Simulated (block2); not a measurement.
**DMRG/STO-6G run of GeH3O (SMILES [O][GeH3])**

Aim: the vertical doublet–quartet gap of GeH3O at DMRG/STO-6G, from 2 runs. 

The results are computed with block2 0.5.4.

3 further runs of the same task are left out: 3 that didn't finish.

**1. The molecule**

GeH3O: 5 atoms, total charge 0, spin state doublet. As SMILES, `[O][GeH3]`. The coordinates come from a PBE0-D4/def2-TZVP relaxation.

Bond lengths: O1–Ge2 1.795 Å, Ge2–H3 1.536 Å, Ge2–H4 1.536 Å, Ge2–H5 1.537 Å. Angles: O1–Ge2–H3 109.7°, O1–Ge2–H4 109.7°, O1–Ge2–H5 102.4°, H3–Ge2–H4 111.5°, H3–Ge2–H5 111.6°, H4–Ge2–H5 111.6°.

**2. A single-point energy at DMRG/STO-6G**

Contents of integrals.py:

```python
from pyscf import ao2mo, cc, dft, gto, mcscf, mp, scf
from pyscf.tools import fcidump

geom = [
    ("O", (-1.443900, 0.418600, 0.777300)),
    ("Ge", (0.072300, -0.056300, -0.056900)),
    ("H", (-0.162200, -0.091200, -1.574700)),
    ("H", (0.548000, -1.418100, 0.471500)),
    ("H", (1.035700, 1.073400, 0.341400)),
]
mol = gto.M(
    atom=geom,
    basis="sto-6g",
    charge=0,
    spin=1,
    verbose=3,
)
print("basis functions: %d" % (mol.nao))
mf = scf.ROHF(mol)
mf.conv_tol = 1e-10
mf.max_cycle = 200
mf.kernel()
if not mf.converged:
    mf = mf.newton().run(mf.mo_coeff, mf.mo_occ)
print(f"E(SCF): {mf.e_tot:.10f}")
# single-reference ladder for comparison
ref = scf.UHF(mol).run(mf.make_rdm1(), conv_tol=1e-10)
pt = mp.MP2(ref, frozen=10).run()
mycc = cc.CCSD(ref, frozen=10)
mycc.max_cycle = 150
mycc.kernel()
print("MP2 total energy: %.10f" % (pt.e_tot))
if mycc.converged:
    print("E(CCSD): %.10f" % (mycc.e_tot))
    print("E(CCSD(T)): %.10f" % (mycc.e_tot + mycc.ccsd_t()))
# a few density functionals on the same geometry and basis
ks = dft.UKS(mol, xc="pbe").set(conv_tol=1e-9, verbose=3).run(mf.make_rdm1())
if ks.converged:
    print("E(PBE): %.8f" % (ks.e_tot))
ks = dft.UKS(mol, xc="m06l").set(conv_tol=1e-9, verbose=3).run(mf.make_rdm1())
if ks.converged:
    print("E(M06-L): %.8f" % (ks.e_tot))
ks = dft.UKS(mol, xc="camb3lyp").set(conv_tol=1e-9, verbose=3).run(mf.make_rdm1())
if ks.converged:
    print(f"E(CAM-B3LYP): {ks.e_tot:.8f}")
ks = dft.UKS(mol, xc="wb97x").set(conv_tol=1e-9, verbose=3).run(mf.make_rdm1())
if ks.converged:
    print("E(wB97X): %.8f" % (ks.e_tot))
# rotate to MP2 natural orbitals
occ_no, mo = mcscf.addons.make_natural_orbitals(mp.MP2(mf.to_uhf(), frozen=10).run())
mf.mo_coeff = mo
# FCIDUMP for the DMRG program
cas = mcscf.CASCI(mf, 16, 23)
h1, ecore = cas.get_h1eff()
fcidump.from_integrals("FCIDUMP", h1, cas.get_h2eff(), 16, 23, nuc=ecore, ms=1)
```

Contents of block.conf:

```
sym c1
orbitals FCIDUMP
nelec 23
spin 1
irrep 1
occ 2 2 2 2 2 2 2 2 2 2 2 1 0 0 0 0
cbias 0.1
schedule
0 25 1E-08 1E-03
3 50 1E-08 1E-04
7 100 1E-08 1E-04
9 200 1E-08 1E-05
11 200 1E-09 0.0
end
maxiter 17
sweep_tol 1E-06
fiedler
mem 1g
num_thrds 1
prefix ./tmp
outputlevel 2
onepdm
```

On the command line:

```console
python integrals.py && block2main block.conf
```

Log:

```text
$ python integrals.py
basis functions: 26
converged SCF energy = -2140.56998718758
E(SCF): -2140.5699871876
converged SCF energy = -2140.57130480923  <S^2> = 0.75817449  2S+1 = 2.0081578
E(UMP2) = -2140.62389174428  E_corr = -0.0525869350496991
E(SCS-UMP2) = -2140.63162304691  E_corr = -0.0603182376732767
E(UCCSD) = -2140.648871139654  E_corr = -0.07756633042094813
MP2 total energy: -2140.6238917443
E(CCSD): -2140.6488711397
UCCSD(T) correction = -0.00129901175971811
E(CCSD(T)): -2140.6501701514
converged SCF energy = -2141.81515766738  <S^2> = 0.75211966  2S+1 = 2.0021185
E(PBE): -2141.81515767
converged SCF energy = -2142.44930360759  <S^2> = 0.75755522  2S+1 = 2.007541
E(M06-L): -2142.44930361
converged SCF energy = -2142.29488000623  <S^2> = 0.75264796  2S+1 = 2.0026462
E(CAM-B3LYP): -2142.29488001
converged SCF energy = -2142.31340047148  <S^2> = 0.75356331  2S+1 = 2.0035601
E(wB97X): -2142.31340047
E(UMP2) = -2140.62269631628  E_corr = -0.0527091286952431
E(SCS-UMP2) = -2140.6304422985  E_corr = -0.0604551109153497

$ block2main block.conf

[... 77 lines left out ...]
 --> Site =    8-   9 .. Mmps =   25 Ndav =  10 E =  -2139.9437099258 Error = 2.74e-05 FLOPS = 5.01e+08 Tdav = 0.06 T = 0.11
[... 46 lines left out ...]
 --> Site =    7-   8 .. Mmps =   25 Ndav =   5 E =  -2140.6451136112 Error = 4.24e-04 FLOPS = 1.19e+09 Tdav = 0.05 T = 0.08
[... 46 lines left out ...]
 --> Site =    6-   7 .. Mmps =   50 Ndav =   6 E =  -2140.6495031470 Error = 1.83e-04 FLOPS = 2.93e+09 Tdav = 0.11 T = 0.15
[... 46 lines left out ...]
 --> Site =    5-   6 .. Mmps =   50 Ndav =   5 E =  -2140.6499538534 Error = 8.83e-05 FLOPS = 3.03e+09 Tdav = 0.08 T = 0.11
[... 46 lines left out ...]
 --> Site =    4-   5 .. Mmps =  100 Ndav =   4 E =  -2140.6504863348 Error = 2.99e-06 FLOPS = 4.09e+09 Tdav = 0.18 T = 0.25
[... 46 lines left out ...]
 --> Site =    3-   4 .. Mmps =  125 Ndav =   2 E =  -2140.6506625654 Error = 0.00e+00 FLOPS = 3.52e+09 Tdav = 0.10 T = 0.16
[... 46 lines left out ...]
 --> Site =    2-   3 .. Mmps =   35 Ndav =   1 E =  -2140.6506717464 Error = 0.00e+00 FLOPS = 2.64e+09 Tdav = 0.01 T = 0.04
[... 71 lines left out ...]
 <-- Site =    5-   6 .. Nterms =           21 Error =  0.000001403652/ 0.000000000000 FLOPS = 4.37e+09 Tmult = 0.01 T = 0.04
 <-- Site =    4-   5 .. Nterms =           23 Error =  0.000000220907/ 0.000000000000 FLOPS = 3.99e+09 Tmult = 0.01 T = 0.03
 <-- Site =    3-   4 .. Nterms =           25 Error =  0.000000000000/ 0.000000000000 FLOPS = 3.03e+09 Tmult = 0.00 T = 0.03
 <-- Site =    2-   3 .. Nterms =           27 Error =  0.000000000000/ 0.000000000000 FLOPS = 2.16e+09 Tmult = 0.00 T = 0.03
 <-- Site =    1-   2 .. Nterms =           29 Error =  0.000000000000/ 0.000000000000 FLOPS = 1.57e+09 Tmult = 0.00 T = 0.03
 <-- Site =    0-   1 .. Nterms =           31 Error =  0.000000000000/ 0.000000000000 FLOPS = 1.38e+09 Tmult = 0.00 T = 0.03
[... 7 lines left out ...]
NPDM Sorting | Nsites =    16 | Nmaxops =  2 | DotSite = 2 | SymbolFree = T | Compressed = T | LowMem = F | Mem = 2.00 KB
 Site =     0 ..  T = 0.000
 Site =     1 ..  T = 0.000
 Site =     2 ..  T = 0.000
 Site =     3 ..  T = 0.000
 Site =     4 ..  T = 0.000
 Site =     5 ..  T = 0.000
 Site =     6 ..  T = 0.000
 Site =     7 ..  T = 0.000
 Site =     8 ..  T = 0.000
 Site =     9 ..  T = 0.000
 Site =    10 ..  T = 0.000
 Site =    11 ..  T = 0.000
 Site =    12 ..  T = 0.000
 Site =    13 ..  T = 0.000
 Site =    14 ..  T = 0.000
Ttotal =      0.001

DMRG OCC =   2.000 2.000 1.999 1.999 1.999 1.999 1.994 1.983 1.968 1.969 1.958 1.002 0.044 0.031 0.027 0.026
```

Run time: 1.7 min. Hardware: 1 thread of Arm Neoverse V2, shared host; peak memory 0.34 GiB.

**3. The quartet: a single-point energy at DMRG/STO-6G**

Contents of make_fcidump.py:

```python
from pyscf import ao2mo, cc, dft, gto, mcscf, mp, scf
from pyscf.tools import fcidump

mol = gto.M(atom="""
O     -1.443900     0.418600     0.777300
Ge     0.072300    -0.056300    -0.056900
H     -0.162200    -0.091200    -1.574700
H      0.548000    -1.418100     0.471500
H      1.035700     1.073400     0.341400
""", basis="sto-6g", spin=3, verbose=3)
print("nao                      = %d" % (mol.nao))
mf = scf.ROHF(mol)
mf.conv_tol = 1e-10
mf.max_cycle = 200
mf.kernel()
if not mf.converged:
    mf = mf.newton().run(mf.mo_coeff, mf.mo_occ)
print(f"SCF energy               = {mf.e_tot:.10f}")
# single-reference ladder for comparison
ref = scf.UHF(mol).run(mf.make_rdm1(), conv_tol=1e-10)
pt = mp.MP2(ref, frozen=10).run()
mycc = cc.CCSD(ref, frozen=10)
mycc.max_cycle = 150
mycc.kernel()
print("E(MP2)                   = %.10f" % (pt.e_tot))
if mycc.converged:
    print("E(CCSD)                  = %.10f" % (mycc.e_tot))
    print(f"E(CCSD(T))               = {mycc.e_tot + mycc.ccsd_t():.10f}")
# a few density functionals on the same geometry and basis
ks = dft.UKS(mol, xc="pbe").set(conv_tol=1e-9, verbose=3).run(mf.make_rdm1())
if ks.converged:
    print("E(PBE)                   = %.8f" % (ks.e_tot))
ks = dft.UKS(mol, xc="m06l").set(conv_tol=1e-9, verbose=3).run(mf.make_rdm1())
if ks.converged:
    print("E(M06-L)                 = %.8f" % (ks.e_tot))
ks = dft.UKS(mol, xc="camb3lyp").set(conv_tol=1e-9, verbose=3).run(mf.make_rdm1())
if ks.converged:
    print(f"E(CAM-B3LYP)             = {ks.e_tot:.8f}")
ks = dft.UKS(mol, xc="wb97x").set(conv_tol=1e-9, verbose=3).run(mf.make_rdm1())
if ks.converged:
    print(f"E(wB97X)                 = {ks.e_tot:.8f}")
# rotate to MP2 natural orbitals
occ_no, mo = mcscf.addons.make_natural_orbitals(mp.MP2(mf.to_uhf(), frozen=10).run())
mf.mo_coeff = mo
# write the integrals of the correlated orbitals
cas = mcscf.CASCI(mf, 16, 23)
h1, ecore = cas.get_h1eff()
fcidump.from_integrals("FCIDUMP", h1, cas.get_h2eff(), 16, 23, nuc=ecore, ms=3)
```

Contents of input.conf:

```
sym c1
orbitals FCIDUMP
nelec 23
spin 3
irrep 1
occ 2 2 2 2 2 2 2 2 2 2 1 1 1 0 0 0
cbias 0.3
schedule
0 25 1E-08 1E-03
3 50 1E-08 1E-04
5 75 1E-08 1E-04
9 100 1E-08 1E-05
13 100 1E-09 0.0
end
maxiter 19
sweep_tol 1E-07
gaopt default
mem 1g
num_thrds 1
prefix ./tmp
outputlevel 1
onepdm
```

On the command line:

```console
python make_fcidump.py && block2main input.conf
```

Log:

```text
$ python make_fcidump.py
nao                      = 26
converged SCF energy = -2140.32019566222
SCF energy               = -2140.3201956622
converged SCF energy = -2140.32072788364  <S^2> = 3.7526775  2S+1 = 4.0013385
E(UMP2) = -2140.35843910963  E_corr = -0.0377112259981995
E(SCS-UMP2) = -2140.36424365306  E_corr = -0.0435157694257721
E(UCCSD) = -2140.380199075896  E_corr = -0.05947119225945319
E(MP2)                   = -2140.3584391096
E(CCSD)                  = -2140.3801990759
UCCSD(T) correction = -0.000723286643883605
E(CCSD(T))               = -2140.3809223625

WARN: HOMO 0.165933105140732 >= LUMO 0.101971028224732

WARN: HOMO 0.149560018255153 >= LUMO -0.0806993617778834

WARN: HOMO 0.0136555920011111 >= LUMO -0.0793123587502657

WARN: HOMO 0.140948109388993 >= LUMO 0.141805938798245

WARN: HOMO 0.157250158119291 >= LUMO 0.11087947565974

WARN: HOMO 0.162329840879575 >= LUMO 0.090846548488865

WARN: HOMO 0.173722985796187 >= LUMO 0.0623850203744293

WARN: HOMO 0.203028959599543 >= LUMO 0.0367770867074797

WARN: HOMO 0.180208788111906 >= LUMO 0.00409432268657273

WARN: HOMO 0.0739202094436634 >= LUMO -0.186979805195696

WARN: HOMO 0.143641989529581 >= LUMO -0.0840430072102785

WARN: HOMO 0.156804481194806 >= LUMO -0.077325851291061

WARN: HOMO 0.155715181969086 >= LUMO -0.0813313211734285

WARN: HOMO 0.154013296147492 >= LUMO -0.0811950560931183
[... 3 lines left out ...]
WARN: HOMO 0.153608275873501 >= LUMO -0.0816766420521506
[... 7 lines left out ...]
WARN: HOMO 0.153337392832067 >= LUMO -0.082330905681695
[... 8 lines left out ...]
WARN: HOMO 0.149549250808618 >= LUMO 0.0310472537352653
[... 7 lines left out ...]
WARN: HOMO 0.152393425099894 >= LUMO 0.137341427974432
[... 7 lines left out ...]
WARN: HOMO 0.166888179849454 >= LUMO -0.0137756149877332
[... 7 lines left out ...]
WARN: HOMO 0.145160751439664 >= LUMO -0.0772363665197814
[... 7 lines left out ...]
WARN: HOMO 0.145191652356182 >= LUMO -0.0771254291686982
[... 8 lines left out ...]
WARN: HOMO 0.0583286021668586 >= LUMO -0.0190458776876401
[... 7 lines left out ...]
WARN: HOMO 0.0525378128397808 >= LUMO 0.00709589697682578
[... 7 lines left out ...]
WARN: HOMO 0.0526402224181899 >= LUMO 0.00716218451079725
[... 7 lines left out ...]
converged SCF energy = -2142.03753386449  <S^2> = 3.7512479  2S+1 = 4.0006239
[... 42 lines left out ...]
integral sym error =            0
[... 61 lines left out ...]
DMRG Energy = -2140.381251175486341
[... 21 lines left out ...]
Expectation | Direction = backward | BRA bond dimension =  100 | KET bond dimension =  100
Time elapsed =      0.114
NPDM Sorting | Nsites =    16 | Nmaxops =  2 | DotSite = 2 | SymbolFree = T | Compressed = T | LowMem = F | Mem = 2.00 KB
Ttotal =      0.000

DMRG OCC =   2.000 2.000 1.999 1.999 1.998 1.998 1.994 1.978 1.966 1.964 1.007 1.005 0.999 0.036 0.029 0.028
```

Wall time 67 s (1 thread of Arm Neoverse V2, shared host); peak memory 0.22 GiB.

**4. Results**

At DMRG/STO-6G, 10 core orbitals frozen:

```
                                        quantity           value
                run 1, DMRG/STO-6G: total energy  -2140.65068 Eh
                           quartet: total energy  -2140.38125 Eh
vertical energy of the quartet above the doublet        7.331 eV
```

At this shape the quartet lies 7.33 eV (707 kJ/mol) above the doublet. In a minimal basis such a difference can be off by several eV, whatever the method.
